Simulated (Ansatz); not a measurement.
**CoSi2 (Fm-3m): equation of state**

The task here is to estimate one member of a computed series from the others.

The COD entry's cell or inner coordinates are ideal or old and differ from later refinements, so a difference from it is no clean test against experiment.

Computed with Ansatz 0.2.0 (DFT PBE, scalar-relativistic, plane waves, PAW, unless a step's input says otherwise).

### The structure to begin with

The structure is cubic, space group Fm-3m (No. 225). The conventional cell has a = 5.360 Å, b = 5.360 Å, c = 5.360 Å, α = 90.00°, β = 90.00°, γ = 90.00°. Co (site symmetry m-3m) is surrounded by 8 Si at 2.32 Å. Si (site symmetry -43m) is surrounded by 4 Co at 2.32 Å.

As a file:

```
CELL_PARAMETERS angstrom
0.00000 2.67982 2.67982
2.67982 0.00000 2.67982
2.67982 2.67982 0.00000
ATOMIC_POSITIONS crystal
Co 0.00000 0.00000 0.00000
Si 0.25000 0.25000 0.25000
Si 0.75000 0.75000 0.75000
```

This cell comes from an earlier session at PBE: 12.830 Å³/atom at 0.00 GPa, on a 12×12×12 mesh.

Volume factors to run: 0.980, 1.020, 0.960, 1.040.

The first run:

File input.yaml:

```yaml
crystal:
  lattice:
    - [0.0, 2.661832351, 2.661832351]
    - [2.661832351, 0.0, 2.661832351]
    - [2.661832351, 2.661832351, 0.0]
  atoms:
    - { symbol: Co, position: [0.0, 0.0, 0.0] }
    - { symbol: Si, position: [0.25, 0.25, 0.25] }
    - { symbol: Si, position: [0.75, 0.75, 0.75] }
basis:
  ecutwfc: 420
  ecutrho_ratio: 4
kpoints:
  mp_grid: { grid: [12, 12, 12] }
hamiltonian:
  xc: pbe
scf:
  occupations: { method: gaussian, width: 0.05 }
output:
  forces: true
  stress: true
  eigenvalues: true
```

On the command line:

```sh
> ansatz run input.yaml --threads 1 --pin off --max-ram 2560MiB --backend cpu --events-out ev --progress --plain --runs-dir out
```

Steps of the session up to this table: Volume × 0.980; At 1.020 of the relaxed volume; At 0.960 of the relaxed volume; Scaling the volume by 1.040.

One of the session's tables, all rows but one given; the rest of the session is left out.

| volume (Å³/atom) | energy (meV/atom) | pressure (GPa) |
| --- | --- | --- |
| 12.317 | 12.35 | 8.02 |
| 12.573 | ? | ? |
| 12.830 | 0.00 | 0.00 |
| 13.087 | 2.77 | -3.39 |
| 13.343 | 10.68 | -6.42 |

**Question.** Estimate the row for volume (Å³/atom) = 12.573.

Worked estimate for «energy (meV/atom)». A straight line through the neighbours (12.317, 12.35) and (12.830, 0.00) gives 12.35 + (0.00 − 12.35) × (12.573 − 12.317) / (12.830 − 12.317) = 6.19; a parabola fitted to 3 rows on both sides gives 3.21.

**Answer.** energy (meV/atom): 2.97; pressure (GPa): 3.79. In «energy (meV/atom)» the line misses by +3.22 and the parabola by +0.24.

volume (Å³/atom), energy (meV/atom) and a bar:
```
    12.32       12.3 ##############################
    12.57        3.0 #######
    12.83        0.0 
    13.09        2.8 #######
    13.34       10.7 ##########################
```
